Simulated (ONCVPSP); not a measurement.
**Cobalt: generating and testing an ONCV potential**

Task: generate the file, and judge it by its errors in other configurations, its logarithmic derivatives, its ghosts and its cutoff.

Method: ONCVPSP 4.0.1.1 (patched build), PBEsol, scalar-relativistic.

## (1) Starting point

The settings as typed:

| Quantity | Value |
| --- | --- |
| element | cobalt (Co, Z = 27) |
| type | optimised norm-conserving Vanderbilt (ONCV) |
| frozen core | [Ne] |
| valence charge | 17 |
| reference configuration | 3s2 3p6 3d7 4s2 |
| partial waves | 3s+4s: rc 1.10 bohr, ncon 4, nbas 8, qcut 11.8 1/bohr, 2 projectors; 3p: rc 1.25 bohr, ncon 4, nbas 7, qcut 13.9 1/bohr, 2 projectors, debl 0.3 Ha; 3d: rc 0.85 bohr, ncon 4, nbas 8, qcut 10.1 1/bohr, 2 projectors, debl 2.2 Ha |
| local potential | polynomial inside 0.80 bohr (lpopt 4, dvloc0 0 Ha) |
| core correction | Teter function, fcfact 5, rcfact 1.8 |

An earlier all-electron run gives the scale for the radii.

All-electron outer shells of the reference configuration (PBEsol, scalar-relativistic, ld1.x):

```json
{"shell": "2p", "level (eV)": "-769.45", "outermost node (bohr)": "–", "outermost maximum (bohr)": "0.17"}
{"shell": "3s", "level (eV)": "-102.14", "outermost node (bohr)": "0.31", "outermost maximum (bohr)": "0.66"}
{"shell": "3p", "level (eV)": "-65.51", "outermost node (bohr)": "0.28", "outermost maximum (bohr)": "0.68"}
{"shell": "3d", "level (eV)": "-8.23", "outermost node (bohr)": "–", "outermost maximum (bohr)": "0.66"}
{"shell": "4s", "level (eV)": "-5.49", "outermost node (bohr)": "0.96", "outermost maximum (bohr)": "2.32"}
{"shell": "4p", "level (eV)": "-1.25", "outermost node (bohr)": "1.05", "outermost maximum (bohr)": "3.21"}
```

## (2) The generation run

Contents of Co.dat:

```
# ATOM AND REFERENCE CONFIGURATION
# atsym  z   nc   nv     iexc    psfile
  Co 27.00    3    4  -116133      upf
#
#   n    l    f
    1    0    2.00
    2    0    2.00
    2    1    6.00
    3    0    2.00
    3    1    6.00
    3    2    7.00
    4    0    2.00
#
# PSEUDOPOTENTIAL AND OPTIMIZATION
# lmax
    2
#
#   l,   rc,      ep,       ncon, nbas, qcut
    0    1.10    0.00    4    8   11.80
    1    1.25    0.00    4    7   13.90
    2    0.85    0.00    4    8   10.10
#
# LOCAL POTENTIAL
# lloc, lpopt,  rc(5),   dvloc0
    4    4    0.80    0.00
#
# VANDERBILT-KLEINMAN-BYLANDER PROJECTORs
# l, nproj, debl
    0    2    2.50
    1    2    0.30
    2    2    2.20
#
# MODEL CORE CHARGE
# icmod, fcfact, rcfact
    3    5.00    1.80
#
# LOG DERIVATIVE ANALYSIS
# epsh1, epsh2, depsh
   -5.00    5.00    0.04
#
# OUTPUT GRID
# rlmax, drl
    6.00    0.01
#
# TEST CONFIGURATIONS
# ncnf
    4
# nvcnf
#   n    l    f
    4
    3    0    2.00
    3    1    6.00
    3    2    7.00
    4    0    1.00
#
    4
    3    0    2.00
    3    1    6.00
    3    2    7.00
    4    0    0.00
#
    4
    3    0    2.00
    3    1    6.00
    3    2    6.00
    4    0    0.00
#
    4
    3    0    2.00
    3    1    6.00
    3    2    8.00
    4    0    0.00
#
```

Run with:

```
$ oncvpsp.x < Co.dat > Co.out
```

The output, Co.out (without the consistency checks and plot data):

```text
ONCVPSP  (Optimized Norm-Conservinng Vanderbilt PSeudopotential)
scalar-relativistic version 4.0.1.1, modified

#   n    l    f        energy (Ha)
    1    0    2.00    -2.7876397E+02
    2    0    2.00    -3.3003638E+01
    2    1    6.00    -2.8276911E+01
    3    0    2.00    -3.7534896E+00
    3    1    6.00    -2.4074667E+00
    3    2    7.00    -3.0244096E-01
    4    0    2.00    -2.0173199E-01

Reference configufation results
  iterations    31
  all-electron total energy (Ha)   -1.39190198D+03

Begin loop to  construct optimized pseudo wave functions
and semi-local pseudopoentials for all angular momenta

Calculating optimized projector #   1

 for l=   0

    Fraction of norm inside rc  0.871503
    Optimizing pswf for qcut=  11.81 a_B^-1,  ecut=  69.71 Ha
    Residual kinetic energy error=  1.07D-06 Ha

    Energy error per electron        Cutoff
         Ha          eV             Ha
         0.01000     0.27211       37.92
         0.00100     0.02721       48.67
         0.00010     0.00272       56.89
         0.00001     0.00027       63.34

Calculating optimized projector #   2

 for l=   0

    Fraction of norm inside rc  0.029146
    Optimizing pswf for qcut=  11.81 a_B^-1,  ecut=  69.71 Ha
    Residual kinetic energy error=  3.70D-07 Ha

    Energy error per electron        Cutoff
         Ha          eV             Ha
         0.01000     0.27211       25.11
         0.00100     0.02721       40.27
         0.00010     0.00272       51.57
         0.00001     0.00027       59.96

WARNING wellstate: negative energy specified for n= 4 l=  1
WARNING scattering state with energy  0.25000000
WARNING will be used for the first projector

   Wellstate for l =  1  n =  4
     eigenvalue =   0.2500
     asymptotic potential =   0.7500
     half-point radius =  3.1587

Calculating optimized projector #   1

 for l=   1

    Fraction of norm inside rc  0.896240
    Optimizing pswf for qcut=  13.90 a_B^-1,  ecut=  96.55 Ha
    Residual kinetic energy error=  2.51D-08 Ha

    Energy error per electron        Cutoff
         Ha          eV             Ha
         0.01000     0.27211       29.66
         0.00100     0.02721       37.80
         0.00010     0.00272       44.59
         0.00001     0.00027       54.99

Calculating optimized projector #   2

 for l=   1

    Fraction of norm inside rc  0.051819
    Optimizing pswf for qcut=  13.90 a_B^-1,  ecut=  96.55 Ha
    Residual kinetic energy error=  2.63D-09 Ha

    Energy error per electron        Cutoff
         Ha          eV             Ha
         0.01000     0.27211       22.45
         0.00100     0.02721       31.50
         0.00010     0.00272       39.08
         0.00001     0.00027       45.72

   Wellstate for l =  2  n =  4
     eigenvalue =   1.8976
     asymptotic potential =   2.3976
     half-point radius =  2.1172

Calculating optimized projector #   1

 for l=   2

    Fraction of norm inside rc  0.449579
    Optimizing pswf for qcut=  10.12 a_B^-1,  ecut=  51.16 Ha
    Residual kinetic energy error=  9.61D-02 Ha

    Energy error per electron        Cutoff
         Ha          eV             Ha
         0.01000     0.27211      239.05
         0.00100     0.02721      323.01
         0.00010     0.00272      418.92
         0.00001     0.00027      590.28

Calculating optimized projector #   2

 for l=   2

    Fraction of norm inside rc  0.123728
    Optimizing pswf for qcut=  10.12 a_B^-1,  ecut=  51.16 Ha
    Residual kinetic energy error=  5.46D-02 Ha

    Energy error per electron        Cutoff
         Ha          eV             Ha
         0.01000     0.27211       65.93
         0.00100     0.02721      271.71
         0.00010     0.00272      428.28
         0.00001     0.00027      557.29

Construct Vanderbilt / Kleinmman-Bylander projectors

B matrix Hermiticity error, ll=   0
   1   2    3.6865E-04

  Orthonormal projector coefficients  1.7358E+01  2.5265E+00

B matrix Hermiticity error, ll=   1
   1   2    3.0360E-04

  Orthonormal projector coefficients  3.6643E+00  9.4848E-01

B matrix Hermiticity error, ll=   2
   1   2    3.3226E-04

  Orthonormal projector coefficients -7.2682E+01 -1.0990E+01

Model core correction analysis
  based on d2Exc/dn_idn_j

d2excae - all-electron derivatives

   -4.242668D-02   -3.948250D-02   -2.878122D-02   -1.931440D-03
   -3.948271D-02   -3.791519D-02   -2.842572D-02   -2.343743D-03
   -2.878163D-02   -2.842596D-02   -2.612474D-02   -7.052693D-03
   -1.931393D-03   -2.343608D-03   -7.050975D-03   -3.229030D-02

d2excps - pseudofunction derivatives with no core correction

   -4.443703D-02   -4.161887D-02   -3.213635D-02   -2.103441D-03
   -4.161911D-02   -3.973110D-02   -3.164323D-02   -2.492543D-03
   -3.213673D-02   -3.164343D-02   -2.832359D-02   -7.217795D-03
   -2.103336D-03   -2.492410D-03   -7.216082D-03   -3.230275D-02

rms 2nd derivative error    2.010572E-03

rmatch, rhocmatch    0.3896   53.7221

Teter function model core charge with specified parameters

d2excps - pseudofunction derivatives with core correction

   -3.567042D-02   -3.418356D-02   -2.700277D-02   -1.568992D-03
   -3.418362D-02   -3.309812D-02   -2.686205D-02   -2.044728D-03
   -2.700295D-02   -2.686217D-02   -2.460455D-02   -6.915562D-03
   -1.568914D-03   -2.044574D-03   -6.913839D-03   -3.226979D-02

rms 2nd derivative error    2.947648E-03

Pseudoatom total energy -145.940194

Diagnostic tests using Vanderbilt-Kleinman-Bylander pseudopotentials
  1 or more projectors used as specified by nproj input data

   l    rcore       rmatch      e in        delta e   norm test  slope test

   0   1.1033030   1.1368017  -3.7534896  -0.0000034   1.0001949   1.0002013
   0   1.1033030   1.1368017  -0.2017320   0.0000085   1.0000816   1.0000683

   1   1.2509859   1.2889685  -2.4074667   0.0000034   1.0001661   1.0001798
   1   1.2509859   1.2889685   0.2500000   0.0000459   1.0003324   1.0003324

   2   0.8530640   0.8789649  -0.3024410   0.0000265   1.0001329   1.0001159
   2   0.8530640   0.8789649   1.8975590  -0.0000049   1.0003894   1.0003894

 Testing for bound ghosts
   n   l    E NL Schr. Eq   E Basis Diag.   E Cutoff

   1   0       -3.753493       -3.753466    216.26
   2   0       -0.201724        0.110839    216.26

   2   1       -2.407463       -2.407431    142.80

   3   2       -0.302414       -0.245680    472.32

 Testing for highly-localized positive-energy ghosts
       l    <radius>/rc     E Basis Diag.   E Cutoff

Test configuration 0

   n   l     f        eae           eps        diff
   1   0  2.0000 -278.76397181
   2   0  2.0000  -33.00363803
   2   1  6.0000  -28.27691133
   3   0  2.0000   -3.75348965   -3.75349306   -3.42D-06
   3   1  6.0000   -2.40746673   -2.40746336    3.36D-06
   3   2  7.0000   -0.30244096   -0.30241445    2.65D-05
   4   0  2.0000   -0.20173199   -0.20172353    8.46D-06

    Total energies and differences
      AE_ref= -1.39190198D+03  AE_tst= -1.39190198D+03  dif=  0.00D+00
      PS_ref= -1.45940194D+02  PS_tst= -1.45940194D+02  dif=  1.71D-13
      PSP excitation error= -1.71D-13

Test configuration 1

   n   l     f        eae           eps        diff
   1   0  2.0000 -279.09026526
   2   0  2.0000  -33.32272460
   2   1  6.0000  -28.59660549
   3   0  2.0000   -4.07783580   -4.07770049    1.35D-04
   3   1  6.0000   -2.73232393   -2.73214897    1.75D-04
   3   2  7.0000   -0.62431928   -0.62436480   -4.55D-05
   4   0  1.0000   -0.46887389   -0.46883161    4.23D-05

    Total energies and differences
      AE_ref= -1.39190198D+03  AE_tst= -1.39156955D+03  dif=  3.32D-01
      PS_ref= -1.45940194D+02  PS_tst= -1.45607752D+02  dif=  3.32D-01
      PSP excitation error= -1.09D-05

Test configuration 2

   n   l     f        eae           eps        diff
   1   0  2.0000 -279.46978424
   2   0  2.0000  -33.69111342
   2   1  6.0000  -28.96592460
   3   0  2.0000   -4.45274465   -4.45245090    2.94D-04
   3   1  6.0000   -3.10755214   -3.10715780    3.94D-04
   3   2  7.0000   -0.99352301   -0.99369487   -1.72D-04

    Total energies and differences
      AE_ref= -1.39190198D+03  AE_tst= -1.39095592D+03  dif=  9.46D-01
      PS_ref= -1.45940194D+02  PS_tst= -1.44994141D+02  dif=  9.46D-01
      PSP excitation error=  6.01D-06

Test configuration 3

   n   l     f        eae           eps        diff
   1   0  2.0000 -280.20169538
   2   0  2.0000  -34.44499710
   2   1  6.0000  -29.71778738
   3   0  2.0000   -5.16071009   -5.16140100   -6.91D-04
   3   1  6.0000   -3.80682645   -3.80734020   -5.14D-04
   3   2  6.0000   -1.65852407   -1.65822663    2.97D-04

    Total energies and differences
      AE_ref= -1.39190198D+03  AE_tst= -1.38963893D+03  dif=  2.26D+00
      PS_ref= -1.45940194D+02  PS_tst= -1.43677064D+02  dif=  2.26D+00
      PSP excitation error= -7.39D-05

Test configuration 4

   n   l     f        eae           eps        diff
   1   0  2.0000 -278.88378309
   2   0  2.0000  -33.09192581
   2   1  6.0000  -28.36817564
   3   0  2.0000   -3.86991261   -3.86905519    8.57D-04
   3   1  6.0000   -2.53017866   -2.52917422    1.00D-03
   3   2  8.0000   -0.44916231   -0.44918016   -1.78D-05

    Total energies and differences
      AE_ref= -1.39190198D+03  AE_tst= -1.39166594D+03  dif=  2.36D-01
      PS_ref= -1.45940194D+02  PS_tst= -1.45704291D+02  dif=  2.36D-01
      PSP excitation error=  1.41D-04
```

It took 6.1 s on 1 thread of Neoverse-N1, shared host.

The projector energies used in the p channel were -2.407, 0.250 Ha; the program set a typed value aside.

Partial waves on a coarse radial grid (AE all-electron, PS pseudo):

```
r (bohr)    3p AE   3p PS   3d AE   3d PS
   0.062  -0.3707  0.0282  0.0263  0.0034
   0.125  -0.6218  0.1110  0.1320  0.0308
   0.188  -0.5133  0.2392  0.2883  0.1095
   0.250  -0.2022  0.3960  0.4527  0.2457
   0.312   0.1674  0.5672  0.6026  0.4183
   0.375   0.5147  0.7389  0.7282  0.6027
   0.438   0.7934  0.8933  0.8236  0.7841
   0.500   0.9898  1.0167  0.8888  0.9424
   0.562   1.1141  1.1051  0.9290  1.0412
   0.625   1.1778  1.1568  0.9486  1.0527
   0.688   1.1923  1.1720  0.9511  1.0035
   0.750   1.1711  1.1561  0.9412  0.9529
   0.812   1.1256  1.1162  0.9222  0.9225
   0.875   1.0630  1.0579  0.8964  0.8963
   0.938   0.9908  0.9883  0.8661  0.8660
   1.000   0.9153  0.9141  0.8336  0.8335
   1.062   0.8387  0.8383  0.7996  0.7995
   1.125   0.7624  0.7622  0.7644  0.7643
   1.188   0.6893  0.6891  0.7292  0.7291
   1.250   0.6213  0.6212  0.6951  0.6950
   1.312   0.5581  0.5580  0.6617  0.6616
   1.375   0.4988  0.4987  0.6288  0.6287
   1.438   0.4446  0.4445  0.5971  0.5971
   1.500   0.3961  0.3960  0.5672  0.5671
   1.562   0.3523  0.3522  0.5386  0.5386
   1.625   0.3121  0.3121  0.5109  0.5108
```

Densities times 4π (e/bohr³); a dash where the program caps the true core:

```
r (bohr)  pseudo valence  true core  model core
   0.062           5.925          –         262
   0.188           18.11          –       213.7
   0.312           40.45      179.1       141.9
   0.438           56.72      24.77       74.28
   0.562           55.96      3.234       30.27
   0.688           38.85     0.3946       8.733
   0.812           24.46    0.04915       1.614
   0.938           14.86   0.005947      0.1176
   1.062           8.873  0.0007542    0.000264
   1.188           5.287  9.338e-05    0.005426
   1.312           3.258  1.197e-05   0.0009708
   1.438           2.072  1.543e-06   6.235e-05
   1.562           1.387      2e-07   0.0002399
```

## (3) Transferability, from the output's test configurations

The tests as a table, with energies relative to 3s2 3p6 3d7 4s2.

| valence configuration | charge | ΔE all-electron (eV) | error AE − PS (meV) |
| --- | --- | --- | --- |
| 3s2 3p6 3d7 4s1 | +1 | 9.046 | -0.3 |
| 3s2 3p6 3d7 4s0 | +2 | 25.744 | +0.2 |
| 3s2 3p6 3d6 4s0 | +3 | 61.581 | -2.0 |
| 3s2 3p6 3d8 4s0 | +1 | 6.423 | +3.8 |

## (4) Logarithmic derivatives

Taken from the files of the generation run. The phase is arctan(r·R′/R) of the radial function R, unwrapped, with energies in Ha. A pole is an energy at which the radial function vanishes at the test radius. The pseudo phase is shifted by a multiple of π to meet the all-electron one at the reference energy. Levels narrower than the energy grid can be missing from the poles. The last column is the largest difference on the grid between −0.5 and +0.5 Ha.

```tsv
channel	radius (bohr)	reference (Ha)	poles AE	poles PS	window around the reference with phases within 0.05 rad (Ha)	largest difference near zero (rad)
s	1.12	-0.20	-2.15	-2.15	the whole range	0.000
p	1.27	-2.41	-1.49	-1.49	the whole range	0.000
d	0.86	-0.30	4.01	4.01	the whole range	0.000
```

Phases (rad) along the scan:

```
E (Ha)    s AE    s PS    p AE    p PS
 -4.96  -0.422  -0.422   1.044   1.044
 -4.48  -0.889  -0.889   0.924   0.924
 -4.00  -1.169  -1.169   0.698   0.698
 -3.52  -1.335  -1.335   0.196   0.196
 -3.04  -1.443  -1.443  -0.634  -0.634
 -2.56  -1.519  -1.519  -1.169  -1.169
 -2.08  -1.578  -1.578  -1.413  -1.413
 -1.60  -1.626  -1.626  -1.547  -1.547
 -1.12  -1.669  -1.669  -1.637  -1.637
 -0.64  -1.707  -1.707  -1.708  -1.708
 -0.16  -1.745  -1.745  -1.771  -1.771
  0.32  -1.784  -1.784  -1.835  -1.835
  0.80  -1.825  -1.825  -1.905  -1.905
  1.28  -1.871  -1.871  -1.992  -1.992
  1.76  -1.924  -1.924  -2.106  -2.106
  2.24  -1.988  -1.988  -2.270  -2.270
  2.72  -2.068  -2.068  -2.520  -2.521
  3.20  -2.173  -2.174  -2.897  -2.897
  3.68  -2.318  -2.319  -3.360  -3.360
  4.16  -2.520  -2.522  -3.758  -3.759
  4.64  -2.800  -2.804  -4.027  -4.028
```

## (5) Convergence and ghost test

Read off the output, the cutoffs (Ha) at which the residual kinetic energy of the hardest occupied pseudo-wave falls to 1 and 0.1 mHa per electron: 323 Ha and 419 Ha.

The program's own ghost test: no bound ghost flagged; no localised positive-energy state flagged.

Cutoff (Ha) at which the first wave of each channel reaches a given error (Ha per electron):

```
  error     s     p      d
1.0e-02  37.9  29.7  239.1
3.2e-03  43.6  33.9  297.7
1.0e-03  48.7  37.8  323.0
3.2e-04  53.2  41.4  344.1
1.0e-04  56.9  44.6  418.9
3.2e-05  60.5  47.9  486.3
1.0e-05  63.3  55.0  590.3
```

## (6) What came out

```
                                                quantity                          value
  cutoffs for 1 and 0.1 mHa per electron, occupied waves              323 Ha and 419 Ha
                                            bound ghosts                     none found
                                          GHOST(+) flags             none at low energy
                            largest test error (AE − PS)  +3.8 meV, for 3s2 3p6 3d8 4s0
largest phase difference near zero energy, channels read                      0.000 rad
 rms error of d²Exc/dn², without and with the model core              2.01 and 2.95 mHa
                 projector energies reset by the program            p: -2.407, 0.250 Ha
```

**Reading.** The worst unpolarised test, 3s2 3p6 3d8 4s0, is off by 3.8 meV on 6.4 eV; by total energies transferability rates as very good. It counts as very hard, with 323 Ha needed at the looser tolerance. At the looser tolerance the 3d wave is the slowest; 3s needs 49 Ha. It is free of bound ghosts as far as tested. Near zero energy the phases of the channels with partial waves agree within 0.001 rad. All of this concerns the isolated atom, not yet a solid.
